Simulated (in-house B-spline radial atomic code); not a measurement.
**Ba²⁺: a fraction of an electron moved 3d → 5f**

Aim: the energy of Ba²⁺ as a fraction of an electron is moved 3d → 5f, to see how far it bends away from a straight line.

Method: scalar-relativistic (spin-free one-electron X2C) LC-wPBE, spin-polarised, spherical fractional occupations, Fermi nucleus, basis-set limit. Code: in-house B-spline radial atomic code version 1.

## 1. The atom as given

| Quantity | Value |
| --- | --- |
| element | barium (Z = 56) |
| charge | +2 |
| electrons | 54 |
| configuration | [Kr] 4d10 5s2 5p6 |
| Hamiltonian | scalar-relativistic (X2C) |
| nucleus | Fermi, rms radius 4.838 fm |

Outer shells as boxes (Hund's rule):

[Kr] 4d10 5s2 5p6
```
[Kr] core
4d [↑↓][↑↓][↑↓][↑↓][↑↓]
5s [↑↓]
5p [↑↓][↑↓][↑↓]
```

Where spins are not typed, each open shell is filled with up spins first.

## 2. The start, at fraction 0

The run's settings:

```ini
Z = 56
electrons = 54.0
configuration = [Kr] 4d10 5s2 5p6
hamiltonian = x2c
method = lc_wpbe
spin_polarised = True
nucleus = fermi
rms_radius = 4.8378
mass_number = 138
atomic_mass = 137.905247059
speed_of_light = 137.035999084
```

## 3. 0.125 electron moved 3d → 5f

Settings: those of step 2 with these lines changed.

```diff
@@ -2,3 +2,3 @@
 electrons = 54.0
-configuration = [Kr] 4d10 5s2 5p6
+configuration = [Ar] 3d9.875 4s2 4p6 4d10 5s2 5p6 5f0.125
 hamiltonian = x2c
```

## 4. 0.25 electron moved 3d → 5f

Settings: those of step 3 with these lines changed.

```diff
@@ -2,3 +2,3 @@
 electrons = 54.0
-configuration = [Ar] 3d9.875 4s2 4p6 4d10 5s2 5p6 5f0.125
+configuration = [Ar] 3d9.75 4s2 4p6 4d10 5s2 5p6 5f0.25
 hamiltonian = x2c
```

## 5. 0.375 electron moved 3d → 5f

Settings: those of step 4 with these lines changed.

```diff
@@ -2,3 +2,3 @@
 electrons = 54.0
-configuration = [Ar] 3d9.75 4s2 4p6 4d10 5s2 5p6 5f0.25
+configuration = [Ar] 3d9.625 4s2 4p6 4d10 5s2 5p6 5f0.375
 hamiltonian = x2c
```

## 6. 0.5 electron moved 3d → 5f

Settings: those of step 5 with these lines changed.

```diff
@@ -2,3 +2,3 @@
 electrons = 54.0
-configuration = [Ar] 3d9.625 4s2 4p6 4d10 5s2 5p6 5f0.375
+configuration = [Ar] 3d9.5 4s2 4p6 4d10 5s2 5p6 5f0.5
 hamiltonian = x2c
```

## 7. 0.625 electron moved 3d → 5f

Settings: those of step 6 with these lines changed.

```diff
@@ -2,3 +2,3 @@
 electrons = 54.0
-configuration = [Ar] 3d9.5 4s2 4p6 4d10 5s2 5p6 5f0.5
+configuration = [Ar] 3d9.375 4s2 4p6 4d10 5s2 5p6 5f0.625
 hamiltonian = x2c
```

## 8. 0.75 electron moved 3d → 5f

Settings: those of step 7 with these lines changed.

```diff
@@ -2,3 +2,3 @@
 electrons = 54.0
-configuration = [Ar] 3d9.375 4s2 4p6 4d10 5s2 5p6 5f0.625
+configuration = [Ar] 3d9.25 4s2 4p6 4d10 5s2 5p6 5f0.75
 hamiltonian = x2c
```

## 9. 0.875 electron moved 3d → 5f

Settings: those of step 8 with these lines changed.

```diff
@@ -2,3 +2,3 @@
 electrons = 54.0
-configuration = [Ar] 3d9.25 4s2 4p6 4d10 5s2 5p6 5f0.75
+configuration = [Ar] 3d9.125 4s2 4p6 4d10 5s2 5p6 5f0.875
 hamiltonian = x2c
```

## 10. 1 electron moved 3d → 5f

Settings: those of step 9 with these lines changed.

```diff
@@ -2,3 +2,3 @@
 electrons = 54.0
-configuration = [Ar] 3d9.125 4s2 4p6 4d10 5s2 5p6 5f0.875
+configuration = [Ar] 3d9 4s2 4p6 4d10 5s2 5p6 5f1
 hamiltonian = x2c
```

Q: How does the energy change with the fraction, and which way and how far does it bend from the straight line between the ends?

The runs gave:

| fraction | energy change (eV) | less the straight line (eV) | level 3d down (eV) | level 5f up (eV) | sum of <r²> (bohr²) |
| --- | --- | --- | --- | --- | --- |
| 0 | 0.0000 | 0.0000 | -782.13 | empty | 43.941 |
| 0.125 | 97.7033 | -2.4764 | -787.98 | -3.551 | 54.342 |
| 0.25 | 196.1109 | -4.2485 | -793.85 | -3.759 | 62.641 |
| 0.375 | 295.2276 | -5.3115 | -799.72 | -3.951 | 69.422 |
| 0.5 | 395.0538 | -5.6650 | -805.58 | -4.135 | 75.002 |
| 0.625 | 495.5890 | -5.3095 | -811.43 | -4.317 | 79.602 |
| 0.75 | 596.8323 | -4.2459 | -817.27 | -4.498 | 83.388 |
| 0.875 | 698.7823 | -2.4756 | -823.10 | -4.678 | 86.490 |
| 1 | 801.4376 | 0.0000 | -828.92 | -4.859 | 89.011 |

What this shows: From fraction 0 to 1 the energy changes by 801.438 eV. It sags under the straight line by up to 5.67 eV (at 0.5). Slater's transition state, the slope from the orbital energies at fraction 0.5 (Janak's theorem), gives 801.446 eV for the whole step. Here exact exchange is taken at spherical fractional occupations, which leaves self-interaction in open p, d and f shells; that spoils the energies somewhat, at whole numbers too.
